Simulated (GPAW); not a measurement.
Crystal: As2Se.

```
CELL_PARAMETERS angstrom
-3.52942 3.52942 2.65357
3.52942 -3.52942 2.65357
3.52942 3.52942 -2.65357
ATOMIC_POSITIONS crystal
Se 0.25000 0.75000 0.50000
Se 0.50000 0.50000 0.00000
As 0.87500 0.12500 0.25000
As 0.87500 0.62500 0.75000
As 0.37500 0.12500 0.25000
As 0.87500 0.12500 0.75000
```

The cell comes from a database or a generator and needn't be the stable form of this composition.

- Program: GPAW 26.7.0
- Task: relaxation of cell and atoms
- Functional: PBEsol
- Dispersion: D4
- Potentials or basis: PAW data sets generated in the run's folder for this functional
- Cutoff: 600 eV
- Basis: pw
- k mesh: 5 × 5 × 5
- Occupations: fermi-dirac, width 0.05 eV
- Spin: no spin polarisation

At the start: pressure -4.9 GPa; volume 22.04 Å³/atom.

How do energy, volume and symmetry change on relaxing?

Over 8 steps the energy falls by 23.6 meV/atom and the volume is 20.58 Å³/atom (-6.6 %); space group I4_1/amd (No. 141, to 0.05 Å).

The path:
```tsv
step	energy change (eV)	largest force (eV/Å)	pressure (GPa)	volume (Å³)
1	0.0000	0.0000	-4.87	132.22
2	-0.0185	0.0000	-4.56	131.59
3	-0.1327	0.0000	0.42	123.31
4	-0.1339	0.0000	-0.04	123.94
5	-0.1344	0.0000	-0.10	124.01
6	-0.1388	0.0001	-0.46	124.27
7	-0.1408	0.0000	-0.38	123.96
8	-0.1416	0.0001	-0.12	123.45
```

Final structure:
```
Se As
1.0
    -3.42453    3.42453    2.63168
     3.42453   -3.42453    2.63168
     3.42453    3.42453   -2.63168
Se As
2 4
Direct
  0.25000 0.75000 0.50000
  0.50000 0.50000 0.00000
  0.87500 0.12500 0.25000
  0.87500 0.62500 0.75000
  0.37500 0.12500 0.25000
  0.87500 0.12500 0.75000
```

Caveat: later steps reuse the first step's grids; pairwise dispersion overbinds metals, which lowers pressure and volume.
